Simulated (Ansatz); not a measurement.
**GePH₃+ (doublet): from Hartree-Fock to the top rungs, cc-pVDZ**

An exercise on one series of results from a longer session: the logs are not shown, and one member is left open.

The runs use Ansatz 0.2.0, Gaussian basis; cc-pVDZ, core rule «outside noble gas», up to 19 orbitals frozen.

Plan: UHF; CCSD(T) on ROHF; CCSD(T) on UHF; BCCD(T) on ROHF; CISD; CCSDT(Q) on ROHF; CCSDT(Q) on UHF.

28 further runs of the same task are left out: 13 that didn't finish, 15 set aside as unsound or not needed.

## What is computed

The geometry is a PBE0/def2-TZVP stationary point (not a proven minimum) of the parent state, kept for this charge and spin. No spin-orbit coupling is included. The filled d shell of Ge may be among the frozen orbitals whatever the setting's name suggests; the logs give the count.

5 atoms, charge 1, spin multiplicity 2.

Atoms are counted from 1 here; the program's logs count them from 0.

Bond lengths: Ge1–P2 2.301 Å, Ge1–H3 1.555 Å, P2–H4 1.419 Å, P2–H5 1.419 Å. Angles: P2–Ge1–H3 114.3°, Ge1–P2–H4 99.5°, Ge1–P2–H5 99.5°, H4–P2–H5 94.2°.

The first run:

Input file in.yaml:

```yaml
crystal:
  periodic: [false, false, false]
  atoms:
    - {symbol: Ge, position_ang: [0.000000, 0.059201, 0.707611]}
    - {symbol: P, position_ang: [0.000000, -0.146566, -1.583698]}
    - {symbol: H, position_ang: [0.000000, -1.295377, 1.470772]}
    - {symbol: H, position_ang: [1.039454, 0.766426, -1.900032]}
    - {symbol: H, position_ang: [-1.039454, 0.766426, -1.900032]}
basis:
  gaussian: {orbitals: cc-pVDZ}
total_charge: 1
magnetization: {spin_polarized: true, initial_magnetization: 1}
hamiltonian: {xc: hf}
output: {orbitals: {seedname: orbitals}}
```

Started as:

```console
$ ansatz run in.yaml --threads 1 --pin off --events-out ev --progress --plain --max-ram 2393MiB
```

Among the steps run: UHF; CCSD(T) on ROHF; CCSD(T) on UHF; BCCD(T) on ROHF; CISD; CCSDT(Q) on ROHF; CCSDT(Q) on UHF.

One table of the session follows, with a row left open; its other results are not shown here.

```
   method  from UCCSDT(Q) (kJ/mol)
     ROHF                   +610.2
      UHF                   +591.4
     RMP2                   +129.5
     UMP2                   +129.8
     CISD                    +75.5
    RCCSD                    +23.8
    UCCSD                    +22.4
 RCCSD(T)                     +4.9
 UCCSD(T)                        ?
  BCCD(T)                     +4.7
   RCCSDT                     +1.4
   UCCSDT                     +1.1
RCCSDT(Q)                     +0.2
UCCSDT(Q)                        0
```

**Question.** Estimate the row for UCCSD(T).

**Answer.** from UCCSDT(Q) (kJ/mol): +4.6. In the column «from UCCSDT(Q) (kJ/mol)» it lies between RCCSDT (+1.4) and BCCD(T) (+4.7).

Limits of these values: Restricted and unrestricted rows rest on different reference determinants; where their highest levels disagree by more than a few hundredths of an eV, they describe different states and don't form one ladder.
